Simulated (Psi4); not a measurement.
# WH2O4 (tungstic acid) at TPSS/def2-SVP (core potential)

What is the energy change on altering one bond length of WH2O4 (tungstic acid) at TPSS/def2-SVP (core potential)? 

The calculation is run with Psi4 1.11.

## (1) Starting point

The species is WH2O4 (7 atoms), meant as a singlet with charge 0. SMILES: `[O]=[W](=[O])([OH])[OH]`. The shape is that of a PBE0-D4/def2-TZVP optimisation. This is one conformer, not always the lowest.

Bond lengths: O1–W2 1.704 Å, W2–O3 1.704 Å, W2–O4 1.881 Å, W2–O5 1.881 Å, O4–H6 0.960 Å, O5–H7 0.960 Å. Angles: O1–W2–O3 108.9°, O1–W2–O4 109.9°, O1–W2–O5 108.7°, O3–W2–O4 108.7°, O3–W2–O5 109.9°, O4–W2–O5 110.7°, W2–O4–H6 125.0°, W2–O5–H7 125.0°.

## (2) The energy at TPSS/def2-SVP (core potential)

job.json

```json
{
  "schema_name": "qcschema_input",
  "schema_version": 1,
  "molecule": {
    "schema_name": "qcschema_molecule",
    "schema_version": 2,
    "symbols": ["O", "W", "O", "O", "O", "H", "H"],
    "geometry": [-2.65599117, 2.49526996, 0.19173161, -0.14070901, 0.49697907, 0.42212702, 1.58464874, 1.29017272, 3.02344842, -1.28310514, -2.84934795, 0.78897955, 1.85365125, 0.8335204, -2.50137378, -3.00266143, -3.38886476, 0.58562613, 3.64414786, 1.12225165, -2.51055785],
    "molecular_charge": 0,
    "molecular_multiplicity": 1,
    "fix_symmetry": "c1",
    "fix_com": true,
    "fix_orientation": true
  },
  "driver": "energy",
  "model": {
    "method": "tpss",
    "basis": "def2-SVP"
  },
  "keywords": {
    "puream": true,
    "e_convergence": 1e-09,
    "d_convergence": 1e-08,
    "scf_type": "pk",
    "dft_radial_points": 99,
    "dft_spherical_points": 590,
    "scf_properties": ["WIBERG_LOWDIN_INDICES", "MAYER_INDICES", "QUADRUPOLE"]
  }
}
```

Launch:

```console
$ psi4 --qcschema job.json -n 1 --memory 2200MB
```

stdout:

```text
[...]
    !!!  WARNING: ECP capability is in beta. Please check occupations closely.  !!!
[...]
  Running in c1 symmetry.
[...]
  Nuclear repulsion =  223.985925013187341
[...]
  Multiplicity = 1
[...]
  Nalpha       = 24
  Nbeta        = 24
[...]
    Number of basis functions: 98
[...]
   @RKS iter   1:  -368.01577625535020    5.14291e-02   1.74350e-02 ADIIS/DIIS
[...]
   @RKS iter  15:  -369.20382174867160   -1.59162e-12   2.52445e-09 DIIS
[...]
    Orbital Energies [Eh]
    ---------------------
    Doubly Occupied:
       1A    -18.937324     2A    -18.937266     3A    -18.901552
       4A    -18.901496     5A     -2.952257     6A     -1.641189
       7A     -1.637880     8A     -1.634426     9A     -0.943108
      10A     -0.935131    11A     -0.846645    12A     -0.832455
      13A     -0.503452    14A     -0.502857    15A     -0.385750
      16A     -0.381327    17A     -0.380803    18A     -0.362960
      19A     -0.334491    20A     -0.316515    21A     -0.314194
      22A     -0.295406    23A     -0.293129    24A     -0.267614
[...]
  @RKS Final Energy:  -369.20382174867160
   => Energetics <=
    Nuclear Repulsion Energy =            223.9859250131873409
    One-Electron Energy =                -974.2704850164005848
    Two-Electron Energy =                 423.8251684614912733
    DFT Exchange-Correlation Energy =     -42.7444302069495947
    Empirical Dispersion Energy =           0.0000000000000000
    VV10 Nonlocal Energy =                  0.0000000000000000
    Total Energy =                       -369.2038217486716007
[...]
 Multipole Moments:
 ------------------------------------------------------------------------------------
     Multipole            Electronic (a.u.)      Nuclear  (a.u.)        Total (a.u.)
 ------------------------------------------------------------------------------------
 L = 1.  Multiply by 2.5417464519 to convert [e a0] to [Debye]
 Dipole X            :          5.5810228           -5.3348103            0.2462125
 Dipole Y            :        -19.7183022           18.8480149           -0.8702873
 Dipole Z            :        -16.7461010           16.0071330           -0.7389680
 Magnitude           :                                                    1.1679445
 L = 2.  Multiply by 1.3450342976 to convert [e a0^2] to [Debye ang]
 Quadrupole XX       :       -169.3737132          139.7552355          -29.6184777
 Quadrupole XY       :        -13.2971963           18.2312502            4.9340539
[...]
```

The result, in JSON:

```text
{
 "driver": "energy",
 "model": {
  "method": "tpss",
  "basis": "def2-SVP"
 },
 "success": true,
 "return_result": -369.2038217486716,
 "properties": {
  "calcinfo_nbasis": 98,
  "calcinfo_nmo": 98,
  "calcinfo_nalpha": 24,
  "calcinfo_nbeta": 24,
  "calcinfo_natom": 7,
  "nuclear_repulsion_energy": 223.98592501318734,
  "return_energy": -369.2038217486716,
  "scf_one_electron_energy": -974.2704850164006,
  "scf_two_electron_energy": 423.8251684614913,
  "scf_xc_energy": -42.744430206949595,
  "scf_dipole_moment": [0.2462124949168567, -0.8702872881944757, -0.7389680006518873],
  "scf_total_energy": -369.2038217486716,
  "scf_iterations": 15
 }
}
```

It took 32 s on 1 thread of Intel Xeon 6975P-C (Granite Rapids), shared host; peak memory 1.1 GiB.

## (3) The distorted shape: energy and forces at TPSS/def2-SVP (core potential)

job.inp

```
memory 2.2 GB

molecule m {
  O     -1.862011     1.110565    -0.586837
  W     -0.530981     0.053115    -0.464917
  O      0.838560     0.682730     1.599940
  O     -1.135511    -1.717685    -0.270787
  O      0.524389     0.231205    -2.011967
  H     -2.045461    -2.003185    -0.378397
  H      1.471879     0.383995    -2.016827
  symmetry c1
  no_reorient
  no_com
}

set {
  puream true
  e_convergence 1e-09
  d_convergence 1e-08
  scf_type pk
  dft_radial_points 99
  dft_spherical_points 590
}

E, wfn = gradient('tpss/def2-SVP', return_wfn=True)
oeprop(wfn, 'MAYER_INDICES', 'WIBERG_LOWDIN_INDICES', 'MULLIKEN_CHARGES', title='TPSS')
```

Launch:

```console
$ psi4 -n 1 job.inp job.out
```

job.out, shortened:

```text
[...]
  Running in c1 symmetry.
[...]
  Nuclear repulsion =  204.921491020920143
[...]
  Multiplicity = 1
[...]
  Nalpha       = 24
  Nbeta        = 24
[...]
    Number of basis functions: 98
[...]
   @RKS iter   1:  -367.11185573048829    5.61485e-01   1.96368e-02 ADIIS/DIIS
[...]
   @RKS iter  19:  -369.01029862316079   -1.16529e-11   8.13932e-09 DIIS
[...]
  @RKS Final Energy:  -369.01029862316079
   => Energetics <=
    Nuclear Repulsion Energy =            204.9214910209201435
    One-Electron Energy =                -935.6756726336720931
    Two-Electron Energy =                 404.2134796539990020
    DFT Exchange-Correlation Energy =     -42.4695966644078382
    Empirical Dispersion Energy =           0.0000000000000000
    VV10 Nonlocal Energy =                  0.0000000000000000
    Total Energy =                       -369.0102986231607929
[...]
 Multipole Moments:
 ------------------------------------------------------------------------------------
     Multipole            Electronic (a.u.)      Nuclear  (a.u.)        Total (a.u.)
 ------------------------------------------------------------------------------------
 L = 1.  Multiply by 2.5417464519 to convert [e a0] to [Debye]
 Dipole X            :         39.3962672          -39.8427967           -0.4465295
 Dipole Y            :         -4.1038122            2.9837642           -1.1200481
 Dipole Z            :         34.4394165          -36.0205799           -1.5811634
 Magnitude           :                                                    1.9884602
[...]
  -Total Gradient:
     Atom            X                  Y                   Z
    ------   -----------------  -----------------  -----------------
       1        0.001373620073    -0.001324589656     0.001697180920
       2       -0.065653137664    -0.026053962956    -0.099960479112
       3        0.064706215025     0.030311299356     0.099800443216
       4       -0.015020678682    -0.007828012670    -0.000937190344
       5        0.017910212803     0.000984626393    -0.002685612315
       6        0.015328300953     0.006429188351     0.001006302357
       7       -0.018583003573    -0.002492088174     0.001169500785
[...]
  Mulliken Charges: (a.u.)
   Center  Symbol    Alpha    Beta     Spin     Total
       1     O     4.13975  4.13975  0.00000 -0.27950
       2     W     6.52230  6.52230  0.00000  0.95540
[...]
```

It took 43 s on 1 thread of Intel Xeon 6975P-C (Granite Rapids), shared host; peak memory 1.1 GiB.

## (4) What came out

At TPSS/def2-SVP (core potential):

| quantity | value |
| --- | --- |
| first shape: total energy | -369.20382 Eh |
| first shape: dipole moment | 2.97 D |
| first shape: HOMO energy | -7.28 eV |
| first shape: LUMO energy | -2.14 eV |
| first shape: HOMO–LUMO gap | 5.14 eV |
| distorted shape: total energy | -369.01030 Eh |
| distorted shape: dipole moment | 5.05 D |
| distorted shape: HOMO energy | -5.18 eV |
| distorted shape: LUMO energy | -4.02 eV |
| distorted shape: HOMO–LUMO gap | 1.16 eV |
| distorted shape: largest force on an atom | 6.312 eV/Å |
| energy change with the W2–O3 bond stretched from 1.704 to 2.556 Å | 5.266 eV |

In words: With the W2–O3 bond stretched from 1.704 to 2.556 Å the energy rises by 5.27 eV (121 kcal/mol). The first shape isn't relaxed at this level, so the change isn't measured from a minimum. A restricted reference can't describe the breaking bond well at this length. Mulliken charges (distorted shape) run from -0.41 on O3 to +0.96 on W2; they depend strongly on the basis.
